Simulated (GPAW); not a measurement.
SnIr3, 8 atoms in the cell. Symmetry: P6_3/mmc, No. 194, hexagonal system. The conventional cell has a = 5.686 Å, b = 5.686 Å, c = 4.538 Å, α = 90.00°, β = 90.00°, γ = 120.00°. Around Ir (site symmetry mm2) lie 8 Ir at 2.78 to 2.91 Å and 4 Sn at 2.82 to 2.84 Å. Around Sn (site symmetry -6m2) lie 12 Ir at 2.82 to 2.84 Å. The cell comes from a database or a generator and needn't be the stable form of this composition.

- Program: GPAW 26.7.0
- Task: band structure
- Functional: LDA
- Potentials or basis: the program's PAW data sets (release 1.2.1) made for this functional
- Cutoff: 600 eV
- Basis: pw
- k mesh: 4 × 4 × 4
- Occupations: fermi-dirac, width 0.05 eV
- Spin: no spin polarisation
- Maxiter: 150
- Band path: GMKGALHA,LM,KH
- Band points: 60

Potentials or basis: the program's PAW data sets (release 1.2.1) made for this functional, pw.

The run is started by

```console
$ OMP_NUM_THREADS=1 python run.py
```

Hardware: 1 thread of Arm Neoverse V2, on a shared host.

**Question.** How long does it take, and how much memory?

**Answer.** It took 11 min on 1 thread of Arm Neoverse V2, on a shared host, peak memory 1 GiB. Counts: scf iterations 18, plane waves 4303, bands 95, k points 13.
